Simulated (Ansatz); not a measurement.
# KZnF3: the cost of one run

Program: Ansatz 0.2.0. Level of theory: DFT r2SCAN, scalar-relativistic, plane waves, PAW. These are calculated values, not measurements.

## 1. The structure to begin with

The structure is cubic, space group Pm-3m (No. 221). Conventional cell: a = 4.050 Å, b = 4.050 Å, c = 4.050 Å, α = 90.00°, β = 90.00°, γ = 90.00°. K (site symmetry m-3m) is surrounded by 12 F at 2.86 Å. Zn (site symmetry m-3m) is surrounded by 6 F at 2.02 Å. F (site symmetry 4/mmm) is surrounded by 2 Zn at 2.02 Å and 4 K at 2.86 Å.

Structure file:

```cif
data_structure
_symmetry_space_group_name_H-M 'P 1'
_symmetry_Int_Tables_number 1
_cell_length_a 4.0500
_cell_length_b 4.0500
_cell_length_c 4.0500
_cell_angle_alpha 90.000
_cell_angle_beta 90.000
_cell_angle_gamma 90.000
_cell_volume 66.43
loop_
_atom_site_label
_atom_site_type_symbol
_atom_site_fract_x
_atom_site_fract_y
_atom_site_fract_z
_atom_site_occupancy
K1 K 0.00000 0.00000 0.00000 1
Zn1 Zn 0.50000 0.50000 0.50000 1
F1 F 0.50000 0.50000 0.00000 1
F2 F 0.00000 0.50000 0.50000 1
F3 F 0.50000 0.00000 0.50000 1
```

No relaxation comes first: the listed cell is the starting point.

## 2. Zero of the scan

The input, input.yaml:

```yaml
crystal:
  lattice:
    - [4.05, 0.0, 0.0]
    - [0.0, 4.05, 0.0]
    - [0.0, 0.0, 4.05]
  atoms:
    - { symbol: K, position: [0.0, 0.0, 0.0] }
    - { symbol: Zn, position: [0.5, 0.5, 0.5] }
    - { symbol: F, position: [0.5, 0.5, 0.0] }
    - { symbol: F, position: [0.0, 0.5, 0.5] }
    - { symbol: F, position: [0.5, 0.0, 0.5] }
basis:
  ecutwfc: 500
kpoints:
  mp_grid: { grid: [6, 6, 6] }
hamiltonian:
  xc: r2scan
scf:
  occupations: { method: gaussian, width: 0.05 }
output:
  forces: true
  stress: true
  eigenvalues: true
  write_density: true
  write_potential: true
  elf: true
  volumetric_format: npy
```

The run is started by

```sh
ansatz run input.yaml --threads 1 --pin off --max-ram 2560MiB --backend cpu --events-out ev --progress --plain --runs-dir out
```

What time and memory should one allow on 1 thread of Arm Neoverse V1, shared host?

About 8.8 s, with a peak of 0.45 GiB.
